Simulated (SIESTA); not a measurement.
Ba2Tl5V3O12:

```xyz
22
Lattice="4.2370 2.4462 6.1284 -4.2370 2.4462 6.1284 0.0000 -4.8924 6.1284" Properties=species:S:1:pos:R:3 pbc="T T T"
Ba    0.0000    0.0000    9.1926
Ba    0.0000    0.0000    0.0000
V     0.0000    2.4462    6.1284
V    -2.1185   -1.2231    6.1284
V     2.1185   -1.2231    6.1284
Tl    0.0000   -2.4462    3.0642
Tl    2.1185    1.2231    3.0642
Tl   -2.1185    1.2231    3.0642
Tl    0.0000    0.0000   13.6133
Tl    0.0000    0.0000    4.7719
O     2.6932   -0.0671    7.4143
O    -1.2885    2.3659    7.4143
O    -1.4047   -2.2988    7.4143
O    -1.4047    2.2988   10.9708
O     2.6932    0.0671   10.9708
O    -1.2884   -2.3659   10.9708
O    -2.6932    0.0671   10.9708
O     1.2884   -2.3659   10.9708
O     1.4047    2.2988   10.9708
O     1.4047   -2.2988    7.4143
O    -2.6932   -0.0671    7.4143
O     1.2885    2.3659    7.4143
```

The cell was built by a generator and needn't be a form met in nature.

Base run:

| Quantity | Value |
| --- | --- |
| Program | SIESTA 5.4.2 |
| Functional | RPBE |
| Potentials or basis | PseudoDojo 0.4 standard (PBE files) |
| Basis | DZP (energy shift 0.003 Ry; two zetas on semicore shells; d shell added on Ba) |
| Grid cutoff | 800 Ry |
| Energy shift | 0.003 Ry |
| k mesh | 4 × 4 × 4 |
| Occupations | fermi-dirac, width 0.05 eV |
| Spin | collinear spin, ferromagnetic start |
| Starting moments | [0.0, 0.0, 2.0, 2.0, 2.0, 0.0, 0.0, 0.0, 0.0, 0.0, 0.0, 0.0, 0.0, 0.0, 0.0, 0.0, 0.0, 0.0, 0.0, 0.0, 0.0, 0.0] μB |

Its results: band gap on the k mesh none (metal or under the smearing width); pressure 4.2 GPa; net moment 1.12 μB per cell; site moments Ba -0.01; V +0.47; Tl -0.03, +0.08; O -0.03 μB; largest force 0.327 eV/Å.

Q: The run is repeated on the same cell with these changes: functional from RPBE to PBE. What comes out?

A: Band gap on the k mesh none (metal or under the smearing width); pressure 1.4 GPa; net moment 1.09 μB per cell; site moments Ba -0.00, -0.01; V +0.44; Tl -0.03, +0.08; O -0.03 μB; largest force 0.232 eV/Å.

PBE binds more tightly than RPBE, so the same cell stands under less pressure.

Caveats: this set's barium file shifts pressures by up to 1 GPa against other sets; spin-orbit coupling is left out, which moves the levels of the heavy elements; the basis of atomic orbitals isn't converged, which shifts pressures, moduli and gaps; semilocal functionals often make such compounds metallic where correlation or magnetic order opens a gap, which also shifts bond lengths; the potentials were made for another functional, which shifts forces and pressure (some runs).
